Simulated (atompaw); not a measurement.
**A PAW (atompaw) potential for Cl, from input to tests**

Do these settings give a usable potential? It is generated, then checked for scattering, ghosts and hardness.

Program: atompaw 4.2.0.5. Reference atom: LDA (PW92), scalar-relativistic, spherical and spin-unpolarised. All values are calculated.

**1. The design**

The settings as typed:

```
element                 : chlorine (Cl, Z = 17)
type                    : PAW
frozen core             : [Ne]
valence charge          : 7
reference configuration : 3s2 3p5
partial waves           : 3s (bound): rc 1.40 bohr; 3s channel at -1.2 Ry: rc 1.50 bohr; 3p (bound): rc 1.50 bohr; 3p channel at 0.05 Ry: rc 1.15 bohr; 3d channel at 0.2 Ry: rc 1.50 bohr
local potential         : vpsmatchnc scheme with l = 3 at 0 Ry, radius 1.20 bohr
core correction         : smooth core density matched at 0.95 bohr
augmentation charge     : sinc compensation charge, radius 1.25 bohr; PAW radius 1.50 bohr; waves and projectors: custom rrkj gramschmidtortho
```

An earlier all-electron run gives the scale for the radii.

All-electron outer shells of the reference configuration (LDA (PW92), scalar-relativistic, ld1.x):

```csv
shell,level (eV),outermost node (bohr),outermost maximum (bohr)
2s,-251.72,0.12,0.36
2p,-191.62,–,0.30
3s,-20.69,0.56,1.27
3p,-8.70,0.53,1.43
```

**2. Generating the potential**

Contents of Cl.input:

```
Cl 17
LDA-PW scalarrelativistic loggrid 1500 logderivrange -4 5 226
3 3 0 0 0 0
3 1 5
0 0 0
c
c
v
c
v
2
1.50 1.25 1.20 0.95
y
-1.2
n
y
0.05
n
y
0.2
n
custom rrkj gramschmidtortho sinc
3 0 vpsmatchnc
1.40
1.50
1.50
1.15
1.50
PWSCFOUT
UPFDX 0.0125d0 UPFXMIN -7.d0 UPFZMESH 17.d0
END
```

The run is started by

```bash
$ atompaw < Cl.input > Cl.log
```

Before running it: what results should come out? Wanted: cutoffs for 10 and 1 mRy, occupied levels; bound ghosts; largest phase difference near zero energy, channels read; lowest eigenvalue of the overlap; share of valence orbitals outside the PAW sphere; UPF file.

**Answer**, as computed:

| quantity | value |
| --- | --- |
| cutoffs for 10 and 1 mRy, occupied levels | 25 Ry and 35 Ry |
| bound ghosts | s at -28.64 eV |
| largest phase difference near zero energy, channels read | 0.004 rad |
| lowest eigenvalue of the overlap (Bessel basis) | 0.025 (p) |
| share of valence orbitals outside the PAW sphere | 3s 47 %, 3p 62 % |
| UPF file | written |

A bound ghost (s) makes it unfit for use: electrons can fall into a state that the atom doesn't have. It counts as soft on the atom, with 25 Ry needed at the looser tolerance. The slowest occupied level is 3p: taken alone it needs 30 Ry to come within 1 mRy, against 18 Ry for 3s. Near zero energy the phases of the channels with partial waves agree within 0.004 rad. The pseudo curves have a pole with no partner nearby in the atom's: s at -2.10 Ry. These are tests on the free atom; a crystal test is still owed.
